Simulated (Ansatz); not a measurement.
**CH₁₀B₂Si₂: up Jacob's ladder to CCSD(T)**

The task here is to estimate one member of a computed series from the others.

Computed with Ansatz 0.2.0, Gaussian basis. Level: functionals in def2-TZVPP, the program's frozen cores in correlated methods.

The runs, in order: PBE-D4, r2SCAN-D4, PBE0-D4, B3LYP-D4, ωB97X-V, ωB97M-V, B2PLYP; CCSD(T)/def2-TZVPP; MP2/def2-QZVPP; extrapolation to the limit.

### The relaxed structure

An earlier PBE0-D4 in a triple-zeta def2 set relaxation fixed the geometry.

SMILES `B[SiH](B)[SiH2]C`, 15 atoms, charge 0, spin multiplicity 1.

Atoms are counted from 1 here; the program's logs count them from 0.

Bond lengths: B1–Si2 1.977 Å, B1–H6 1.195 Å, B1–H7 1.197 Å, Si2–B3 1.977 Å, Si2–Si4 2.384 Å, Si2–H8 1.490 Å, B3–H9 1.195 Å, B3–H10 1.197 Å, Si4–C5 1.873 Å, Si4–H11 1.490 Å, Si4–H12 1.490 Å, C5–H13 1.092 Å, C5–H14 1.092 Å, C5–H15 1.093 Å. Angles: Si2–B1–H6 122.5°, Si2–B1–H7 119.1°, H6–B1–H7 118.3°, B1–Si2–B3 117.4°, B1–Si2–Si4 96.1°, B1–Si2–H8 116.8°, B3–Si2–Si4 97.1°, B3–Si2–H8 116.9°, Si4–Si2–H8 106.8°, Si2–B3–H9 122.6°, Si2–B3–H10 119.0°, H9–B3–H10 118.3°, Si2–Si4–C5 112.2°, Si2–Si4–H11 108.2°, Si2–Si4–H12 108.0°, C5–Si4–H11 110.6°, C5–Si4–H12 110.6°, H11–Si4–H12 107.1° and more.

The first run:

in.yaml reads:

```yaml
crystal:
  periodic: [false, false, false]
  atoms:
    - {symbol: B, position_ang: [-1.007638, 0.885267, 1.820038]}
    - {symbol: Si, position_ang: [0.351513, -0.483355, 1.387452]}
    - {symbol: B, position_ang: [2.120376, 0.151232, 0.772402]}
    - {symbol: Si, position_ang: [-0.525138, -1.042968, -0.757367]}
    - {symbol: C, position_ang: [-0.523393, 0.421206, -1.925268]}
    - {symbol: H, position_ang: [-1.881907, 0.694107, 2.612449]}
    - {symbol: H, position_ang: [-1.005533, 1.917992, 1.215589]}
    - {symbol: H, position_ang: [0.329272, -1.731689, 2.200906]}
    - {symbol: H, position_ang: [3.124565, -0.473910, 0.944360]}
    - {symbol: H, position_ang: [2.185717, 1.167598, 0.144319]}
    - {symbol: H, position_ang: [-1.909491, -1.562653, -0.572041]}
    - {symbol: H, position_ang: [0.291449, -2.159003, -1.312620]}
    - {symbol: H, position_ang: [0.490533, 0.794093, -2.081448]}
    - {symbol: H, position_ang: [-1.125248, 1.239153, -1.524930]}
    - {symbol: H, position_ang: [-0.936878, 0.132229, -2.894442]}
basis:
  gaussian: {orbitals: def2-TZVPP}
hamiltonian: {xc: pbe, dispersion: d4}
output: {forces: true, orbitals: {seedname: orbitals}}
```

Started as:

```
> ansatz run in.yaml --threads 4 --pin off --events-out ev --progress --plain --max-ram 10444MiB
```

Among the steps run: PBE-D4 (GGA); r2SCAN-D4 (meta-GGA); PBE0-D4 (hybrid); B3LYP-D4 (hybrid); ωB97X-V (range-separated); ωB97M-V (range-separated); B2PLYP (double hybrid); CCSD(T) in def2-TZVPP; MP2 in def2-QZVPP.

One table of the session follows, with a row left open; its other results are not shown here.

```
            method  atomisation energy (kJ/mol)
            PBE-D4                       4937.6
         r2SCAN-D4                       4949.8
           PBE0-D4                            ?
          B3LYP-D4                       4935.2
           ωB97X-V                       4945.3
           ωB97M-V                       4925.7
            B2PLYP                       4860.6
     HF/def2-TZVPP                       3825.4
    MP2/def2-TZVPP                       4793.8
   CCSD/def2-TZVPP                       4749.6
CCSD(T)/def2-TZVPP                       4796.4
           MP2/CBS                       4897.4
       CCSD(T)/CBS                       4900.0
```

Q: Estimate the row for PBE0-D4 from the others.

The run gave: atomisation energy (kJ/mol): 4919.6. In the column «atomisation energy (kJ/mol)» it lies between CCSD(T)/CBS (4900.0) and ωB97M-V (4925.7).
